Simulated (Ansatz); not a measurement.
**BCl₂FH₄O: a reaction path by the nudged elastic band**

Aim: the minimum-energy path between two given structures and its highest point. Both ends were relaxed at PBE0-D4 in triple zeta. A second band with other settings follows.

Method: PBE0-D4/def2-SVP; program: Ansatz 0.2.0, Gaussian basis.

28 further runs of the same task are left out: 28 set aside as unsound or not needed.

### Step 1. Starting geometry

The first end: 9 atoms, charge 0, spin multiplicity 1.

Atoms are counted from 1 here; the program's logs count them from 0.

Bond lengths: B1–H2 1.213 Å, B1–Cl3 1.798 Å, B1–Cl4 1.823 Å, B1–O6 1.617 Å, H5–O6 0.981 Å, O6–H9 0.968 Å, H7–F8 0.937 Å. Angles: H2–B1–Cl3 112.4°, H2–B1–Cl4 111.4°, H2–B1–O6 105.9°, Cl3–B1–Cl4 116.0°, Cl3–B1–O6 107.0°, Cl4–B1–O6 103.2°, B1–O6–H5 110.2°, B1–O6–H9 108.0°, H5–O6–H9 110.1°.

Geometry (Å):

```mol
BCl2FH4O
  3D, bonds by distance, orders not assigned

  9  7  0  0  0  0  0  0  0  0999 V2000
   -0.1222    0.6842   -0.6066 B   0  0
   -0.5026   -0.3807   -1.0456 H   0  0
    1.2581    1.3562   -1.5427 Cl  0  0
   -1.5182    1.8204   -0.3160 Cl  0  0
    0.4633   -0.5889    1.0386 H   0  0
    0.4225    0.3794    0.8848 O   0  0
   -0.0713   -1.8632   -0.3701 H   0  0
    0.2554   -2.1988    0.4414 F   0  0
   -0.1849    0.7915    1.5161 H   0  0
  1  2  8  0
  1  3  8  0
  1  4  8  0
  1  6  8  0
  5  6  8  0
  6  9  8  0
  7  8  8  0
M  END
```

The second end:

```xyz
9
charge 0, multiplicity 1
B     0.1431    1.4343   -0.1255
H    -1.1948   -1.6778   -1.5534
Cl    1.3439    1.2218   -1.3603
Cl   -0.9700    2.7860   -0.1629
H     0.8141   -1.0804    0.9121
O     0.0869    0.5275    0.8787
H    -0.6928   -1.9351   -1.0633
F     1.0774   -1.9743    0.9509
H    -0.6075    0.6980    1.5237
```

### Step 2. The band at PBE0-D4/def2-SVP

neb/in.yaml

```yaml
crystal:
  periodic: [false, false, false]
  atoms:
    - {symbol: B, position_ang: [-0.122237, 0.684177, -0.606567]}
    - {symbol: H, position_ang: [-0.502588, -0.380743, -1.045613]}
    - {symbol: Cl, position_ang: [1.258132, 1.356199, -1.542716]}
    - {symbol: Cl, position_ang: [-1.518176, 1.820434, -0.315970]}
    - {symbol: H, position_ang: [0.463257, -0.588947, 1.038646]}
    - {symbol: O, position_ang: [0.422550, 0.379368, 0.884840]}
    - {symbol: H, position_ang: [-0.071291, -1.863223, -0.370116]}
    - {symbol: F, position_ang: [0.255356, -2.198815, 0.441379]}
    - {symbol: H, position_ang: [-0.184904, 0.791452, 1.516116]}
basis:
  gaussian: {orbitals: def2-SVP}
hamiltonian: {xc: pbe0, dispersion: d4}
neb:
  images: 5
  climbing: true
  max_iterations: 40
  initial_path: idpp
  final_atoms:
    - {symbol: B, position_ang: [0.143078, 1.434316, -0.125459]}
    - {symbol: H, position_ang: [-1.194827, -1.677837, -1.553357]}
    - {symbol: Cl, position_ang: [1.343915, 1.221826, -1.360334]}
    - {symbol: Cl, position_ang: [-0.970016, 2.786036, -0.162916]}
    - {symbol: H, position_ang: [0.814081, -1.080423, 0.912113]}
    - {symbol: O, position_ang: [0.086868, 0.527476, 0.878652]}
    - {symbol: H, position_ang: [-0.692832, -1.935134, -1.063277]}
    - {symbol: F, position_ang: [1.077361, -1.974340, 0.950868]}
    - {symbol: H, position_ang: [-0.607527, 0.697979, 1.523711]}
```

Run with:

```sh
ansatz run in.yaml --threads 4 --pin off --events-out ev --progress --plain --max-ram 9574MiB
```

### Step 3. The band at SPW92/def2-SVP, other settings

Changes to neb/in.yaml since step 2:

```diff
@@ -14,8 +14,8 @@
   gaussian: {orbitals: def2-SVP}
-hamiltonian: {xc: pbe0, dispersion: d4}
+hamiltonian: {xc: lda}
 neb:
-  images: 5
+  images: 3
   climbing: true
-  max_iterations: 40
-  initial_path: idpp
+  max_iterations: 25
+  initial_path: linear
   final_atoms:
```

What does the calculation give? Wanted: from earlier runs: barrier over the separately found saddle, CCSD(T)/def2-TZVPP.

As calculated:

| quantity | value |
| --- | --- |
| PBE0-D4/def2-SVP, 14 iterations | highest 0.533 eV (image 2), last end -0.444 eV |
| SPW92/def2-SVP, 14 iterations | highest 0.000 eV (image 0), last end -0.097 eV |
| from earlier runs: barrier over the separately found saddle, CCSD(T)/def2-TZVPP | 0.887 eV |

**Reading.** The highest image lies 0.533 eV above the first end, and it climbed, so it estimates the saddle. The ends are not quite minima at this level (largest force component 0.40 eV/Å), so the heights are unreliable: relaxing the first end would lower it and raise the barrier above it. The highest image is 0.355 eV below the CCSD(T) barrier in triple zeta, which comes from separate runs on the saddle. The second band's highest image lies at 0.000 eV, an end point, so it found no barrier.
